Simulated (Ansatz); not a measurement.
# BH5Se: one species, many methods

One table from this session's results is given with a row withheld; the runs are named, their logs left out.

Program: Ansatz 0.2.0, Gaussian basis. Level of theory: functionals in def2-TZVPP, the program's frozen cores in correlated methods. These are calculated values, not measurements.

Levels to be run: LDA (SPW92), PBE-D4, revPBE-D4, BLYP-D4, r2SCAN-D4, B97M-V, PBE0-D4, B3LYP-D4, r2SCANh-D4, r2SCAN0-D4, HSE06-D4, BHLYP-D4, CAM-B3LYP-D4, LC-ωPBE, ωB97X-V, ωB97M-V, B2PLYP, PBE-QIDH; CCSD(T)/def2-SVP; CCSD(T)/def2-TZVPP; MP2/def2-QZVPP; extrapolation to the limit; RPA on PBE.

## The geometry

All runs share one geometry, relaxed beforehand with PBE0-D4 in a triple-zeta def2 set.

SMILES `[BH3-][SeH2+]`, 7 atoms, charge 0, spin multiplicity 1.

Atoms are counted from 1 here; the program's logs count them from 0.

Bond lengths: B1–Se2 2.124 Å, B1–H3 1.201 Å, B1–H4 1.207 Å, B1–H5 1.207 Å, Se2–H6 1.472 Å, Se2–H7 1.472 Å. Angles: Se2–B1–H3 105.7°, Se2–B1–H4 99.6°, Se2–B1–H5 99.6°, H3–B1–H4 116.7°, H3–B1–H5 116.7°, H4–B1–H5 114.6°, B1–Se2–H6 102.0°, B1–Se2–H7 102.0°, H6–Se2–H7 91.2°.

Set-up of the first run:

Contents of in.yaml:

```yaml
crystal:
  periodic: [false, false, false]
  atoms:
    - {symbol: B, position_ang: [-0.679918, -0.426512, -0.478396]}
    - {symbol: Se, position_ang: [0.992127, 0.776288, 0.041121]}
    - {symbol: H, position_ang: [-0.999179, -0.994400, 0.530827]}
    - {symbol: H, position_ang: [-0.181624, -1.101498, -1.345707]}
    - {symbol: H, position_ang: [-1.429173, 0.430831, -0.878072]}
    - {symbol: H, position_ang: [0.533321, 1.417361, 1.284160]}
    - {symbol: H, position_ang: [1.825746, -0.169969, 0.800266]}
basis:
  gaussian: {orbitals: def2-TZVPP}
hamiltonian: {xc: lda}
output: {orbitals: {seedname: orbitals}}
```

Steps of the session up to this table: LDA; PBE-D4 (GGA); revPBE-D4 (GGA); BLYP-D4 (GGA); r2SCAN-D4 (meta-GGA); B97M-V (meta-GGA); PBE0-D4 (hybrid); B3LYP-D4 (hybrid); r2SCANh-D4 (hybrid); r2SCAN0-D4 (hybrid); HSE06-D4 (hybrid); BHLYP-D4 (hybrid); CAM-B3LYP-D4 (range-separated); LC-ωPBE-D4 (range-separated; the results give it without D4); ωB97X-V (range-separated); ωB97M-V (range-separated); B2PLYP (double hybrid); PBE-QIDH (double hybrid).

One table of the session follows, with a row left open; its other results are not shown here.

It belongs to the step «Orbital energies across the functionals». 

| functional | HOMO (eV) | gap (eV) |
| --- | --- | --- |
| LDA (SPW92) | -7.08 | 5.39 |
| PBE-D4 | -7.05 | 5.47 |
| revPBE-D4 | -7.02 | 5.49 |
| BLYP-D4 | -6.97 | 5.45 |
| r2SCAN-D4 | -7.35 | 6.04 |
| B97M-V | -7.44 | 6.02 |
| PBE0-D4 | -8.35 | 7.69 |
| B3LYP-D4 | -8.16 | 7.22 |
| r2SCANh-D4 | -7.83 | 6.85 |
| r2SCAN0-D4 | -8.54 | 8.06 |
| HSE06-D4 | -7.94 | 6.91 |
| BHLYP-D4 | -9.52 | 9.80 |
| CAM-B3LYP-D4 | -9.73 | 10.14 |
| LC-ωPBE | -11.09 | 12.73 |
| ωB97X-V | ? | ? |
| ωB97M-V | -10.59 | 11.89 |

Q: Estimate the row for ωB97X-V from the others.

As computed: HOMO (eV): -10.74; gap (eV): 12.23. In the column «HOMO (eV)» it lies between LC-ωPBE (-11.09) and ωB97M-V (-10.59).
